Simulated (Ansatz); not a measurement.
Task: a single point from an input written key by key of CH₃BClNOTe, SMILES OC1([TeH])NB1Cl, with Ansatz's Python interface. Give the script and its output. Use: PBE0, def2-SVP basis, multiplicity 1.

Input file `ch3bclnote.yaml`:
```yaml
crystal:
  periodic: [false, false, false]
  atoms:
    - { symbol: O, position_ang: [-0.3276, -1.4238, 0.8305] }
    - { symbol: C, position_ang: [-0.0449, -0.2331, 0.0983] }
    - { symbol: Te, position_ang: [0.9335, -0.444, -1.807] }
    - { symbol: "N", position_ang: [0.5265, 0.8126, 0.9446] }
    - { symbol: B, position_ang: [-0.9811, 0.9773, 0.3064] }
    - { symbol: Cl, position_ang: [-2.4928, 1.9954, -0.03] }
    - { symbol: H, position_ang: [-0.9066, -1.9179, 0.2067] }
    - { symbol: H, position_ang: [2.3027, -1.2716, -1.0146] }
    - { symbol: H, position_ang: [1.0788, 1.4588, 0.448] }
basis:
  gaussian: { orbitals: def2-SVP }
hamiltonian:
  xc: pbe0
```

The script, `ch3bclnote.py`:
```python
import ansatz as az


def main() -> None:
    session = az.Session.from_deck("ch3bclnote.yaml")
    rep = session.plan(threads=1).execute().report

    print("reference energy %16.6f eV" % rep["reference_energy_ev"])
    print("total energy     %16.6f eV" % rep["free_energy_ev"])
    print("occupied orbitals outside the frozen core (up, down):", rep["n_occupied"], " frozen:", rep["n_frozen"], " virtual:", rep["n_virtual"])
    symbols = ["O", "C", "Te", "N", "B", "Cl", "H", "H", "H"]
    field = rep["mean_field"]
    print("<S^2> =", round(abs(field["state"]["spin_squared"]), 4), " all-electron relativity setting:", field["relativity"])
    print("passes:", field["passes"])
    if "symmetry" in field:
        print("occupied orbitals by irrep:", field["symmetry"]["occupied"])


if __name__ == "__main__":
    main()
```

Running `python ch3bclnote.py` prints:
```text
reference energy    -25095.672972 eV
total energy        -25095.672972 eV
occupied orbitals outside the frozen core (up, down): [35, 35]  frozen: 0  virtual: [80, 80]
<S^2> = 0.0  all-electron relativity setting: none
passes: {'evaluations': 18, 'products': 15}
occupied orbitals by irrep: [{'A': 35}, {'A': 35}]
```

Reading the output:
- Total energies depend on the basis set; only differences at equal settings carry meaning.
- The geometry is a force-field or estimated start, not a minimum of this method, and the basis set is short of its limit.
- Finished in 5.1 s on 1 thread of Arm Neoverse V2, on a shared host, peak memory 0.31 GiB.
